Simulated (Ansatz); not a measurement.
# CH₄In radical: one species, many methods

One table from this session's results is given with a row withheld; the runs are named, their logs left out.

Computed with Ansatz 0.2.0, Gaussian basis. Level: functionals in def2-TZVPP, the program's frozen cores in correlated methods.

Plan: LDA (SPW92), PBE-D4, revPBE-D4, BLYP-D4, r2SCAN-D4, B97M-V, PBE0-D4, B3LYP-D4, r2SCANh-D4, r2SCAN0-D4, HSE06-D4, BHLYP-D4, CAM-B3LYP-D4, LC-ωPBE, ωB97X-V, ωB97M-V, B2PLYP, PBE-QIDH; CCSD(T)/def2-SVP; CCSD(T)/def2-TZVPP; MP2/def2-QZVPP; extrapolation to the limit; RPA on PBE.

## The relaxed structure

The geometry comes from an earlier relaxation with PBE0-D4 in a triple-zeta def2 set; it is a stationary point. In takes the def2 core potential; no spin-orbit term is included.

SMILES `[CH3][InH]`, 6 atoms, charge 0, spin multiplicity 2.

Atoms are counted from 1 here; the program's logs count them from 0.

Bond lengths: C1–In2 2.189 Å, C1–H3 1.091 Å, C1–H4 1.091 Å, C1–H5 1.091 Å, In2–H6 1.769 Å. Angles: In2–C1–H3 109.9°, In2–C1–H4 109.5°, In2–C1–H5 109.5°, H3–C1–H4 109.7°, H3–C1–H5 109.7°, H4–C1–H5 108.4°, C1–In2–H6 120.5°.

Geometry (Å):

| atom | x (Å) | y (Å) | z (Å) |
| --- | --- | --- | --- |
| C1 | -0.19384 | -0.43194 | -0.58171 |
| In2 | 1.07867 | 0.64387 | 0.83840 |
| H3 | -1.24384 | -0.29055 | -0.31980 |
| H4 | 0.05201 | -1.49485 | -0.55871 |
| H5 | -0.01176 | -0.05734 | -1.59030 |
| H6 | 0.36096 | 1.56690 | 2.16601 |

The first run:

File in.yaml:

```yaml
crystal:
  periodic: [false, false, false]
  atoms:
    - {symbol: C, position_ang: [-0.193837, -0.431944, -0.581705]}
    - {symbol: In, position_ang: [1.078667, 0.643867, 0.838403]}
    - {symbol: H, position_ang: [-1.243836, -0.290546, -0.319799]}
    - {symbol: H, position_ang: [0.052008, -1.494846, -0.558714]}
    - {symbol: H, position_ang: [-0.011762, -0.057337, -1.590300]}
    - {symbol: H, position_ang: [0.360959, 1.566905, 2.166015]}
basis:
  gaussian: {orbitals: def2-TZVPP}
magnetization: {spin_polarized: true, initial_magnetization: 1}
hamiltonian: {xc: lda}
output: {orbitals: {seedname: orbitals}}
```

Steps of the session up to this table: LDA; PBE-D4 (GGA); revPBE-D4 (GGA); BLYP-D4 (GGA); r2SCAN-D4 (meta-GGA); B97M-V (meta-GGA); PBE0-D4 (hybrid); B3LYP-D4 (hybrid); r2SCANh-D4 (hybrid); r2SCAN0-D4 (hybrid); HSE06-D4 (hybrid); BHLYP-D4 (hybrid); CAM-B3LYP-D4 (range-separated); LC-ωPBE-D4 (range-separated; the results give it without D4); ωB97X-V (range-separated); ωB97M-V (range-separated); B2PLYP (double hybrid); PBE-QIDH (double hybrid).

One table of the session follows, with a row left open; its other results are not shown here.

It belongs to the step «Orbital energies across the functionals». 

```
  functional  HOMO (eV)  LUMO (eV)  gap (eV)
 LDA (SPW92)      -4.24      -3.49      0.76
      PBE-D4      -4.17      -3.18      0.99
   revPBE-D4      -4.14      -3.07      1.07
     BLYP-D4      -4.02      -3.23      0.78
   r2SCAN-D4      -4.48      -2.81      1.67
      B97M-V      -4.22      -3.42      0.80
     PBE0-D4      -5.11      -2.33      2.79
    B3LYP-D4      -4.91      -2.74      2.18
  r2SCANh-D4      -4.83      -2.52      2.31
  r2SCAN0-D4      -5.36      -2.11      3.25
    HSE06-D4          ?          ?         ?
    BHLYP-D4      -5.91      -1.66      4.24
CAM-B3LYP-D4      -6.28      -1.55      4.72
     LC-ωPBE      -7.55      -0.19      7.36
     ωB97X-V      -7.11      -0.51      6.60
     ωB97M-V      -7.08      -0.75      6.32
```

**Question.** Estimate the row for HSE06-D4.

As computed: HOMO (eV): -4.72; LUMO (eV): -2.69; gap (eV): 2.03. In the column «HOMO (eV)» it lies between r2SCANh-D4 (-4.83) and r2SCAN-D4 (-4.48).
